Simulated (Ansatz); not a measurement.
# AlF2HO + H2O2: a complex and its separated parts, part 1 of 2

Aim: how far the complex at one end of a reaction step lies below its separated, relaxed parts, level by level.

The runs use Ansatz 0.2.0, Gaussian basis; PBE0-D4/def2-TZVP structures, single points in def2-TZVPP, no counterpoise correction.

Levels: SPW92, PBE-D4, BLYP-D4, r2SCAN-D4, B97M-V, PBE0-D4, B3LYP-D4, r2SCAN0-D4, BHLYP-D4, CAM-B3LYP-D4, wB97X-V, wB97M-V, B2PLYP, PBE-QIDH, RPA on PBE, Hartree-Fock, MP2, CCSD, CCSD(T).

Correlated methods freeze the cores. B3LYP uses VWN-RPA correlation. B2PLYP carries no dispersion term here.

94 further runs of the same task are left out: 94 set aside as unsound or not needed. Runs told in other sessions of the task aren't counted.

### 1 Where the work starts

The complex: 9 atoms, charge 0, spin multiplicity 1.

Atoms are counted from 1 here; the program's logs count them from 0.

Bond lengths: Al1–O2 1.724 Å, Al1–F3 1.645 Å, Al1–F4 1.653 Å, Al1–O7 1.950 Å, O2–H8 0.955 Å, H5–O6 0.997 Å, O6–O7 1.428 Å, O7–H9 0.969 Å. Angles: O2–Al1–F3 117.4°, O2–Al1–F4 118.3°, O2–Al1–O7 91.6°, F3–Al1–F4 117.6°, F3–Al1–O7 109.2°, F4–Al1–O7 95.1°, Al1–O2–H8 123.7°, H5–O6–O7 98.7°, Al1–O7–O6 112.3°, Al1–O7–H9 111.5°, O6–O7–H9 104.1°.

As a file:

```
Al   -0.7526   -0.6063   -0.1390
O     0.4860   -0.8029    1.0433
F    -0.7997   -1.6916   -1.3744
F    -2.1804    0.0836    0.3295
H     1.3769    0.5212    0.4084
O     1.3658    1.2500   -0.2717
O     0.0440    1.0556   -0.7759
H     0.9055   -1.6389    1.2372
H    -0.4455    1.8291   -0.4574
```

Its parts: AlF2HO holds atoms 1, 2, 3, 4, 8; H2O2 holds atoms 5, 6, 7, 9. Each part counts its atoms afresh in its own runs.

### 2 Relaxing AlF2HO alone

Contents of relax-a/in.yaml:

```yaml
crystal:
  periodic: [false, false, false]
  atoms:
    - {symbol: Al, position_ang: [-0.752584, -0.606273, -0.138966]}
    - {symbol: O, position_ang: [0.486044, -0.802904, 1.043299]}
    - {symbol: F, position_ang: [-0.799672, -1.691562, -1.374440]}
    - {symbol: F, position_ang: [-2.180391, 0.083638, 0.329471]}
    - {symbol: H, position_ang: [0.905491, -1.638865, 1.237227]}
basis:
  gaussian: {orbitals: def2-TZVP}
hamiltonian: {xc: pbe0, dispersion: d4}
relax: {f_tol: 0.005, max_steps: 200}
```

The run is started by

```sh
$ ansatz run in.yaml --threads 8 --pin off --events-out ev --progress --plain --max-ram 19148MiB
```

Log, cut to the lines that bear on the results:

```text
Functional definition: PBE0
  name "PBE0"
  cite "Adamo & Barone, J. Chem. Phys. 110, 6158 (1999) doi:10.1063/1.478522"
  cite "Perdew, Burke & Ernzerhof, Phys. Rev. Lett. 77, 3865 (1996) doi:10.1103/PhysRevLett.77.3865"
  parent pbe
[...]
786 factors; their error is unknown
[...]
mean field -14092.53096536 eV, -517.8909607165 hartree, gradient 3.6e-5 eV, S^2 0.000000; 0 other end points of the search recorded, 0 dependent functions left out
[...]
reference -14092.53099373 eV, -517.8909617590 hartree; 20, 20 occupied and 116, 116 virtual orbitals, 786 factors
[...]
reference -14092.83463939 eV, -517.9021205311 hartree; 20, 20 occupied and 116, 116 virtual orbitals, 786 factors
Total energy: -14092.89195325 eV, -517.9042267765 hartree
Atom 0 at    -0.851484    -0.796599    -0.009931 Å, force    -0.002704     0.000992    -0.001964 eV/Å
Atom 1 at     0.322387    -0.928255     1.176614 Å, force     0.002939    -0.001909     0.000858 eV/Å
Atom 2 at    -0.788152    -1.649204    -1.407046 Å, force     0.002578    -0.000405     0.002614 eV/Å
Atom 3 at    -2.108860     0.217964     0.228478 Å, force    -0.000315     0.000451     0.000386 eV/Å
Atom 4 at     1.084997    -1.499872     1.108477 Å, force    -0.002497     0.000870    -0.001895 eV/Å
Dipole moment:     0.353780    -0.209915     0.063849 e Å
```

Wall time 7.5 s (8 threads of Intel Xeon Platinum 8259CL at 2.50GHz, shared host).

Step by step:

```csv
step,energy from step 1 (eV),largest force component (eV/Å)
1,0.0000,1.5986
2,-0.2051,0.9350
3,-0.2561,0.9763
4,-0.3007,0.1038
5,-0.3031,0.0776
6,-0.3037,0.0122
7,-0.3036,0.0695
8,-0.3037,0.0029
```

Close pairs (by a distance rule), those that changed most:

| bond | before (Å) | after (Å) | change (Å) |
| --- | --- | --- | --- |
| Al1–O2 | 1.724 | 1.674 | -0.049 |
| Al1–F4 | 1.653 | 1.633 | -0.020 |
| Al1–F3 | 1.645 | 1.638 | -0.007 |
| O2–H5 | 0.955 | 0.955 | +0.000 |

### 3 Relaxing H2O2 alone

Contents of relax-b/in.yaml:

```yaml
crystal:
  periodic: [false, false, false]
  atoms:
    - {symbol: H, position_ang: [1.376888, 0.521203, 0.408441]}
    - {symbol: O, position_ang: [1.365782, 1.250017, -0.271655]}
    - {symbol: O, position_ang: [0.044000, 1.055611, -0.775869]}
    - {symbol: H, position_ang: [-0.445459, 1.829138, -0.457407]}
basis:
  gaussian: {orbitals: def2-TZVP}
hamiltonian: {xc: pbe0, dispersion: d4}
relax: {f_tol: 0.005, max_steps: 200}
```

The run is started by

```sh
$ ansatz run in.yaml --threads 8 --pin off --events-out ev --progress --plain --max-ram 19148MiB
```

Log, cut to the lines that bear on the results:

```text
[... 5 set-up lines as earlier in the session ...]
[...]
390 factors; their error is unknown
[...]
mean field -4121.25811269 eV, -151.4534421523 hartree, gradient 3.5e-5 eV, S^2 0.000000; 0 other end points of the search recorded, 0 dependent functions left out
[...]
Total energy: -4121.31041324 eV, -151.4553641619 hartree
Atom 0 at     1.393140     0.527920     0.392132 Å, force    -0.000307    -0.000303     0.000131 eV/Å
Atom 1 at     1.338658     1.248508    -0.247181 Å, force     0.000167     0.000655    -0.000220 eV/Å
Atom 2 at     0.031637     1.044439    -0.778677 Å, force     0.000012    -0.000680    -0.000175 eV/Å
Atom 3 at    -0.422224     1.835102    -0.462764 Å, force     0.000128     0.000328     0.000265 eV/Å
Dipole moment:    -0.149143     0.026168     0.356717 e Å
```

It took 1.4 s on 8 threads of Intel Xeon Platinum 8259CL at 2.50GHz, shared host.

The steps of the relaxation:

| step | energy from step 1 (eV) | largest force component (eV/Å) |
| --- | --- | --- |
| 1 | 0.0000 | 1.1148 |
| 2 | -0.0338 | 0.3276 |
| 3 | -0.0373 | 0.1088 |
| 4 | -0.0375 | 0.0174 |
| 5 | -0.0375 | 0.0079 |
| 6 | -0.0375 | 0.0007 |

Distances of close pairs at the start and the end, largest changes first:

```csv
bond,before (Å),after (Å),change (Å)
H1–O2,0.997,0.965,-0.032
O3–H4,0.969,0.965,-0.004
O2–O3,1.428,1.426,-0.002
```

### 4 SPW92/def2-TZVPP

Contents of parta/in.yaml:

```yaml
crystal:
  periodic: [false, false, false]
  atoms:
    - {symbol: Al, position_ang: [-0.851484, -0.796599, -0.009931]}
    - {symbol: O, position_ang: [0.322387, -0.928255, 1.176614]}
    - {symbol: F, position_ang: [-0.788152, -1.649204, -1.407046]}
    - {symbol: F, position_ang: [-2.108860, 0.217964, 0.228478]}
    - {symbol: H, position_ang: [1.084997, -1.499872, 1.108477]}
basis:
  gaussian: {orbitals: def2-TZVPP}
hamiltonian: {xc: lda}
```

Contents of partb/in.yaml:

```yaml
crystal:
  periodic: [false, false, false]
  atoms:
    - {symbol: H, position_ang: [1.393140, 0.527920, 0.392132]}
    - {symbol: O, position_ang: [1.338658, 1.248508, -0.247181]}
    - {symbol: O, position_ang: [0.031637, 1.044439, -0.778677]}
    - {symbol: H, position_ang: [-0.422224, 1.835102, -0.462764]}
basis:
  gaussian: {orbitals: def2-TZVPP}
hamiltonian: {xc: lda}
```

The same command starts each run, in its folder.

The run is started by

```sh
$ ansatz run in.yaml --threads 8 --pin off --events-out ev --progress --plain --max-ram 19148MiB
```

Output in parta, cut to the lines that bear on the results:

```text
Functional definition: SPW92
  name "SPW92"
  cite "Dirac, Proc. Camb. Phil. Soc. 26, 376 (1930) doi:10.1017/S0305004100016108"
  cite "Slater, Phys. Rev. 81, 385 (1951) doi:10.1103/PhysRev.81.385"
  cite "Perdew & Wang, Phys. Rev. B 45, 13244 (1992) doi:10.1103/PhysRevB.45.13244"
[...]
791 factors; their error is unknown
[...]
mean field -14025.68107908 eV, -515.4342727082 hartree, gradient 5.9e-5 eV, S^2 0.000000; 0 other end points of the search recorded, 0 dependent functions left out
reference -14025.68111605 eV, -515.4342740668 hartree; 20, 20 occupied and 129, 129 virtual orbitals, 791 factors
Total energy: -14025.68111605 eV, -515.4342740668 hartree
```

Log of partb, cut to the lines that bear on the results:

```text
[... 5 set-up lines as earlier in the session ...]
[...]
420 factors; their error is unknown
[...]
mean field -4096.26747602 eV, -150.5350531939 hartree, gradient 7.0e-6 eV, S^2 0.000000; 0 other end points of the search recorded, 0 dependent functions left out
reference -4096.26749635 eV, -150.5350539410 hartree; 9, 9 occupied and 81, 81 virtual orbitals, 420 factors
Total energy: -4096.26749635 eV, -150.5350539410 hartree
```

They took 0.45 s (parta), 0.15 s (partb) on 8 threads of Intel Xeon Platinum 8259CL at 2.50GHz, shared host.

### 5 PBE-D4/def2-TZVPP

The same edit goes into each in.yaml of step 4 (parta, partb):

```diff
-hamiltonian: {xc: lda}
+hamiltonian: {xc: pbe, dispersion: d4}
```

Each run has its own folder and the same command.

The run is started by

```sh
$ ansatz run in.yaml --threads 8 --pin off --events-out ev --progress --plain --max-ram 19148MiB
```

Log of parta, cut to the lines that bear on the results:

```text
Functional definition: PBE
  name "PBE"
[... 2 set-up lines as earlier in the session ...]
[...]
791 factors; their error is unknown
[...]
mean field -14092.33517258 eV, -517.8837654644 hartree, gradient 5.2e-5 eV, S^2 0.000000; 0 other end points of the search recorded, 0 dependent functions left out
reference -14092.33521253 eV, -517.8837669324 hartree; 20, 20 occupied and 129, 129 virtual orbitals, 791 factors
Total energy: -14092.40399459 eV, -517.8862946265 hartree
```

partb printed, cut to the lines that bear on the results:

```text
[... 4 set-up lines as earlier in the session ...]
[...]
420 factors; their error is unknown
[...]
mean field -4121.61233717 eV, -151.4664596619 hartree, gradient 8.2e-6 eV, S^2 0.000000; 0 other end points of the search recorded, 0 dependent functions left out
reference -4121.61235935 eV, -151.4664604769 hartree; 9, 9 occupied and 81, 81 virtual orbitals, 420 factors
Total energy: -4121.63063343 eV, -151.4671320370 hartree
```

Wall times: 0.55 s (parta), 0.2 s (partb) on 8 threads of Intel Xeon Platinum 8259CL at 2.50GHz, shared host.

### 6 BLYP-D4/def2-TZVPP

The same edit goes into each in.yaml of step 5 (parta, partb):

```diff
-hamiltonian: {xc: pbe, dispersion: d4}
+hamiltonian: {xc: {name: BLYP}, dispersion: d4}
```

One command serves all of them, each in its own folder.

The run is started by

```sh
$ ansatz run in.yaml --threads 8 --pin off --events-out ev --progress --plain --max-ram 19148MiB
```

parta printed, cut to the lines that bear on the results:

```text
Functional definition: BLYP
  name "BLYP"
  cite "Becke, Phys. Rev. A 38, 3098 (1988) doi:10.1103/PhysRevA.38.3098"
  cite "Lee, Yang & Parr, Phys. Rev. B 37, 785 (1988) doi:10.1103/PhysRevB.37.785"
[...]
791 factors; their error is unknown
[...]
mean field -14103.01268895 eV, -518.2761569534 hartree, gradient 4.0e-5 eV, S^2 0.000000; 0 other end points of the search recorded, 0 dependent functions left out
reference -14103.01298487 eV, -518.2761678285 hartree; 20, 20 occupied and 129, 129 virtual orbitals, 791 factors
Total energy: -14103.16632933 eV, -518.2818031334 hartree
```

Output in partb, cut to the lines that bear on the results:

```text
[... 4 set-up lines as earlier in the session ...]
[...]
420 factors; their error is unknown
[...]
mean field -4125.31067894 eV, -151.6023712150 hartree, gradient 3.6e-6 eV, S^2 0.000000; 0 other end points of the search recorded, 0 dependent functions left out
reference -4125.31089518 eV, -151.6023791619 hartree; 9, 9 occupied and 81, 81 virtual orbitals, 420 factors
Total energy: -4125.35468662 eV, -151.6039884673 hartree
```

Wall times: 0.55 s (parta), 0.25 s (partb) on 8 threads of Intel Xeon Platinum 8259CL at 2.50GHz, shared host.

### 7 r2SCAN-D4/def2-TZVPP

The same edit goes into each in.yaml of step 6 (parta, partb):

```diff
-hamiltonian: {xc: {name: BLYP}, dispersion: d4}
+hamiltonian: {xc: r2scan, dispersion: d4}
```

Each run has its own folder and the same command.

The run is started by

```sh
$ ansatz run in.yaml --threads 8 --pin off --events-out ev --progress --plain --max-ram 19148MiB
```

parta printed, cut to the lines that bear on the results:

```text
Functional definition: r2SCAN
  name "r2SCAN"
  cite "Furness, Kaplan, Ning, Perdew & Sun, J. Phys. Chem. Lett. 11, 8208 (2020) doi:10.1021/acs.jpclett.0c02405"
  cite "Furness, Kaplan, Ning, Perdew & Sun, J. Phys. Chem. Lett. 11, 9248 (2020) doi:10.1021/acs.jpclett.0c03077"
  parent r2scan
[...]
791 factors; their error is unknown
[...]
mean field -14099.57844004 eV, -518.1499506339 hartree, gradient 6.9e-5 eV, S^2 0.000000; 0 other end points of the search recorded, 0 dependent functions left out
reference -14099.57845207 eV, -518.1499510759 hartree; 20, 20 occupied and 129, 129 virtual orbitals, 791 factors
Total energy: -14099.59399587 eV, -518.1505223003 hartree
```

Log of partb, cut to the lines that bear on the results:

```text
[... 5 set-up lines as earlier in the session ...]
[...]
420 factors; their error is unknown
[...]
mean field -4123.69386694 eV, -151.5429544699 hartree, gradient 1.5e-5 eV, S^2 0.000000; 0 other end points of the search recorded, 0 dependent functions left out
reference -4123.69387254 eV, -151.5429546759 hartree; 9, 9 occupied and 81, 81 virtual orbitals, 420 factors
Total energy: -4123.69816502 eV, -151.5431124214 hartree
```

Times: 1 s (parta), 0.45 s (partb) on 8 threads of Intel Xeon Platinum 8259CL at 2.50GHz, shared host.

### 8 B97M-V/def2-TZVPP

Each input of step 7 (parta, partb) changes in the same lines:

```diff
-hamiltonian: {xc: r2scan, dispersion: d4}
+hamiltonian: {xc: {name: B97M-V}}
```

Each run has its own folder and the same command.

The run is started by

```sh
$ ansatz run in.yaml --threads 8 --pin off --events-out ev --progress --plain --max-ram 19148MiB
```

parta printed, cut to the lines that bear on the results:

```text
Functional definition: B97M-V
  name "B97M-V"
  cite "Mardirossian & Head-Gordon, J. Chem. Phys. 142, 074111 (2015) doi:10.1063/1.4907719"
  cite "Becke, J. Chem. Phys. 107, 8554 (1997) doi:10.1063/1.475007"
  cite "Vydrov & Van Voorhis, J. Chem. Phys. 133, 244103 (2010) doi:10.1063/1.3521275"
  # Of w^i u^j: cxij and so on, Table III.
[...]
  gx(w, u) = cx00 + cx01*u + cx02*u^2 + (cx10 + cx11*u)*w
[...]
  gos(w, u) = cos00 + cos01*u + cos03*u^3 + cos10*w + cos32*w^3*u^2
[...]
      + integral(e_c_pw_mod_opposite_spin*gos(b97_w_opposite, b97_u_opposite)) + vv10(b, c)
791 factors; their error is unknown
[...]
mean field -14099.17601398 eV, -518.1351617488 hartree, gradient 5.4e-5 eV, S^2 0.000000; 0 other end points of the search recorded, 0 dependent functions left out
reference -14099.17607115 eV, -518.1351638499 hartree; 20, 20 occupied and 129, 129 virtual orbitals, 791 factors
Total energy: -14099.17607115 eV, -518.1351638499 hartree
```

Log of partb, cut to the lines that bear on the results:

```text
[... 5 set-up lines as earlier in the session ...]
  # Of w^i u^j: cxij and so on, Table III.
[...]
  gx(w, u) = cx00 + cx01*u + cx02*u^2 + (cx10 + cx11*u)*w
[...]
  gos(w, u) = cos00 + cos01*u + cos03*u^3 + cos10*w + cos32*w^3*u^2
[...]
      + integral(e_c_pw_mod_opposite_spin*gos(b97_w_opposite, b97_u_opposite)) + vv10(b, c)
420 factors; their error is unknown
[...]
mean field -4124.37040054 eV, -151.5678166212 hartree, gradient 3.9e-6 eV, S^2 0.000000; 0 other end points of the search recorded, 0 dependent functions left out
reference -4124.37042968 eV, -151.5678176919 hartree; 9, 9 occupied and 81, 81 virtual orbitals, 420 factors
Total energy: -4124.37042968 eV, -151.5678176919 hartree
```

They took 1.5 s (parta), 0.45 s (partb) on 8 threads of Intel Xeon Platinum 8259CL at 2.50GHz, shared host.

### 9 PBE0-D4/def2-TZVPP

The same edit goes into each in.yaml of step 8 (parta, partb):

```diff
-hamiltonian: {xc: {name: B97M-V}}
+hamiltonian: {xc: pbe0, dispersion: d4}
+output: {orbitals: {seedname: orbitals}}
```

The same command starts each run, in its folder.

The run is started by

```sh
$ ansatz run in.yaml --threads 8 --pin off --events-out ev --progress --plain --max-ram 19148MiB
```

parta printed, cut to the lines that bear on the results:

```text
[... 5 set-up lines as earlier in the session ...]
[...]
822 factors; their error is unknown
[...]
mean field -14092.88678462 eV, -517.9040368331 hartree, gradient 3.1e-5 eV, S^2 0.000000; 0 other end points of the search recorded, 0 dependent functions left out
reference -14092.88681324 eV, -517.9040378849 hartree; 20, 20 occupied and 129, 129 virtual orbitals, 822 factors
Total energy: -14092.94412711 eV, -517.9061441305 hartree
```

Log of partb, cut to the lines that bear on the results:

```text
[... 5 set-up lines as earlier in the session ...]
[...]
420 factors; their error is unknown
[...]
mean field -4121.38243183 eV, -151.4580107966 hartree, gradient 2.0e-5 eV, S^2 0.000000; 0 other end points of the search recorded, 0 dependent functions left out
reference -4121.38244753 eV, -151.4580113734 hartree; 9, 9 occupied and 81, 81 virtual orbitals, 420 factors
Total energy: -4121.39716537 eV, -151.4585522440 hartree
```

They took 0.8 s (parta), 0.25 s (partb) on 8 threads of Intel Xeon Platinum 8259CL at 2.50GHz, shared host.

### 10 B3LYP-D4/def2-TZVPP

The same edit goes into each in.yaml of step 9 (parta, partb):

```diff
-hamiltonian: {xc: pbe0, dispersion: d4}
-output: {orbitals: {seedname: orbitals}}
+hamiltonian: {xc: {name: B3LYP}, dispersion: d4}
```

Each run has its own folder and the same command.

The run is started by

```sh
$ ansatz run in.yaml --threads 8 --pin off --events-out ev --progress --plain --max-ram 19148MiB
```

Log of parta, cut to the lines that bear on the results:

```text
Functional definition: B3LYP
  name "B3LYP"
  cite "Stephens, Devlin, Chabalowski & Frisch, J. Phys. Chem. 98, 11623 (1994) doi:10.1021/j100096a001"
[... 2 set-up lines as earlier in the session ...]
  cite "Vosko, Wilk & Nusair, Can. J. Phys. 58, 1200 (1980) doi:10.1139/p80-159"
[...]
815 factors; their error is unknown
[...]
mean field -14104.10985939 eV, -518.3164772235 hartree, gradient 3.3e-5 eV, S^2 0.000000; 0 other end points of the search recorded, 0 dependent functions left out
reference -14104.11007644 eV, -518.3164852000 hartree; 20, 20 occupied and 129, 129 virtual orbitals, 815 factors
Total energy: -14104.22220589 eV, -518.3206058812 hartree
```

Output in partb, cut to the lines that bear on the results:

```text
[... 6 set-up lines as earlier in the session ...]
[...]
420 factors; their error is unknown
[...]
mean field -4125.81620224 eV, -151.6209488537 hartree, gradient 1.3e-5 eV, S^2 0.000000; 0 other end points of the search recorded, 0 dependent functions left out
reference -4125.81635833 eV, -151.6209545898 hartree; 9, 9 occupied and 81, 81 virtual orbitals, 420 factors
Total energy: -4125.84558010 eV, -151.6220284703 hartree
```

Times: 0.75 s (parta), 0.25 s (partb) on 8 threads of Intel Xeon Platinum 8259CL at 2.50GHz, shared host.

### 11 r2SCAN0-D4/def2-TZVPP

The same edit goes into each in.yaml of step 10 (parta, partb):

```diff
-hamiltonian: {xc: {name: B3LYP}, dispersion: d4}
+hamiltonian: {xc: {name: r2SCAN0}, dispersion: d4}
```

The same command starts each run, in its folder.

The run is started by

```sh
$ ansatz run in.yaml --threads 8 --pin off --events-out ev --progress --plain --max-ram 19148MiB
```

Log of parta, cut to the lines that bear on the results:

```text
Functional definition: r2SCAN0
  name "r2SCAN0"
  cite "Bursch, Neugebauer, Ehlert & Grimme, J. Chem. Phys. 156, 134105 (2022) doi:10.1063/5.0086040"
[... 3 set-up lines as earlier in the session ...]
[...]
822 factors; their error is unknown
[...]
mean field -14098.38530540 eV, -518.1061037448 hartree, gradient 2.6e-5 eV, S^2 0.000000; 0 other end points of the search recorded, 0 dependent functions left out
reference -14098.38531474 eV, -518.1061040880 hartree; 20, 20 occupied and 129, 129 virtual orbitals, 822 factors
Total energy: -14098.40376444 eV, -518.1067821019 hartree
```

Log of partb, cut to the lines that bear on the results:

```text
[... 6 set-up lines as earlier in the session ...]
[...]
420 factors; their error is unknown
[...]
mean field -4122.92998934 eV, -151.5148824858 hartree, gradient 1.1e-5 eV, S^2 0.000000; 0 other end points of the search recorded, 0 dependent functions left out
reference -4122.92999373 eV, -151.5148826471 hartree; 9, 9 occupied and 81, 81 virtual orbitals, 420 factors
Total energy: -4122.93480025 eV, -151.5150592835 hartree
```

Wall times: 1.2 s (parta), 0.45 s (partb) on 8 threads of Intel Xeon Platinum 8259CL at 2.50GHz, shared host.

### 12 BHLYP-D4/def2-TZVPP

The same edit goes into each in.yaml of step 11 (parta, partb):

```diff
-hamiltonian: {xc: {name: r2SCAN0}, dispersion: d4}
+hamiltonian: {xc: {name: BHLYP}, dispersion: d4}
```

The same command starts each run, in its folder.

The run is started by

```sh
$ ansatz run in.yaml --threads 8 --pin off --events-out ev --progress --plain --max-ram 19148MiB
```

parta printed, cut to the lines that bear on the results:

```text
Functional definition: BHLYP
  name "BHLYP"
  cite "Becke, J. Chem. Phys. 98, 1372 (1993) doi:10.1063/1.464304"
[... 2 set-up lines as earlier in the session ...]
[...]
891 factors; their error is unknown
[...]
mean field -14100.68299934 eV, -518.1905424397 hartree, gradient 2.4e-5 eV, S^2 0.000000; 0 other end points of the search recorded, 0 dependent functions left out
reference -14100.68314131 eV, -518.1905476567 hartree; 20, 20 occupied and 129, 129 virtual orbitals, 891 factors
Total energy: -14100.76997807 eV, -518.1937388487 hartree
```

Output in partb, cut to the lines that bear on the results:

```text
[... 5 set-up lines as earlier in the session ...]
[...]
472 factors; their error is unknown
[...]
mean field -4123.51120649 eV, -151.5362418221 hartree, gradient 6.8e-5 eV, S^2 0.000000; 0 other end points of the search recorded, 0 dependent functions left out
reference -4123.51130957 eV, -151.5362456102 hartree; 9, 9 occupied and 81, 81 virtual orbitals, 472 factors
Total energy: -4123.52928882 eV, -151.5369063355 hartree
```

Times: 0.75 s (parta), 0.25 s (partb) on 8 threads of Intel Xeon Platinum 8259CL at 2.50GHz, shared host.

(Continued in part 2 of 2.)
